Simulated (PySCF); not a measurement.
**RuH₃: quartet, from a trigonal planar start**

The task is one start of a wider search on RuH₃: the quartet, from a trigonal planar start. It is relaxed, tested by its Hessian and followed downhill if it is a saddle.

Program: PySCF 2.14.0. Level of theory: PBE0, basis Ru x2c-TZVPall, H x2c-TZVPall, spin-free X2C, no spin–orbit coupling, density fitting. These are calculated values, not measurements.

## Step 1: The starting structure

4 atoms, charge 0, spin multiplicity 4.

Bond lengths: Ru1–H2 1.570 Å, Ru1–H3 1.570 Å, Ru1–H4 1.570 Å. Angles: H2–Ru1–H3 120.0°, H2–Ru1–H4 120.0°, H3–Ru1–H4 120.0°.

```xyz
4
charge 0 multiplicity 4
Ru    0.0000    0.0000    0.0000
H     1.5700    0.0000    0.0000
H    -0.7850    1.3597    0.0000
H    -0.7850   -1.3597    0.0000
```

## Step 2: Trigonal planar start, quartet: relaxation

The steps below are one call of a driver around PySCF. For each, scf.py gives the equivalent set-up of the SCF; relaxations use the driver's own optimiser. Before each start the driver seeks the lowest SCF state from one or more starting densities and follows internal instabilities, so scf.py alone need not reach the same state.

The program finds D3h symmetry in the start, which this walk keeps. Threshold on the gradient: 0.0003 Eh/bohr, with a further test on the energy change.

File scf.py:

```python
from pyscf import gto, scf, dft
mol = gto.M(atom='''
Ru     0.000000    -0.000000    -0.000000
H      1.570023    -0.000020    -0.000000
H     -0.784994     1.359690     0.000000
H     -0.785029    -1.359670    -0.000000''',
    basis={'Ru': 'x2c-TZVPall', 'H': 'x2c-TZVPall'},
    nucmod='G',
    charge=0, spin=3)
mf = dft.UKS(mol, xc='PBE0')
mf.grids.atom_grid = (50, 194)
aux = {'Ru': 'AutoAux', 'H': 'AutoAux'}  # AutoAux: made from the orbital basis
mf = mf.density_fit(auxbasis=aux).sfx2c1e()
mf.kernel()
```

After this run come: Releasing the symmetry; Frequencies.

What does the calculation give? Wanted: minimum; geometry; wavenumbers; dipole moment; highest occupied, lowest empty level; polar-tensor charge of Ru1; zero-point energy; ⟨S²⟩.

The runs gave:

| quantity | value |
| --- | --- |
| minimum | quartet, C2v |
| geometry | Ru–H 1.560 Å, Ru–H 1.679 Å (×2); H–Ru–H 106.3° (×2), H–Ru–H 147.3° |
| wavenumbers (cm⁻¹) | 105 (b2), 286 (b1), 850 (a1), 1657 (b2), 1884 (a1), 2138 (a1) |
| dipole moment | 0.44 D |
| highest occupied, lowest empty level (either spin) | -6.90, -3.40 eV |
| polar-tensor charge of Ru1 | +0.64 e |
| zero-point energy | 41.4 kJ/mol |
| entropy at 298.15 K | 262.3 J/(mol K) |
| ⟨S²⟩ | 3.766 |

**Reading.** From D3h at the start the molecule goes to a C2v minimum. The strongest infrared band lies at 1657 cm⁻¹ (b2, stretch). Most of the spin sits on Ru1 (Mulliken spin 2.85, against 3 for the whole molecule). Other starts or spin states, not run here, may lie lower. One determinant may miss the lowest occupation of an open d or f shell.
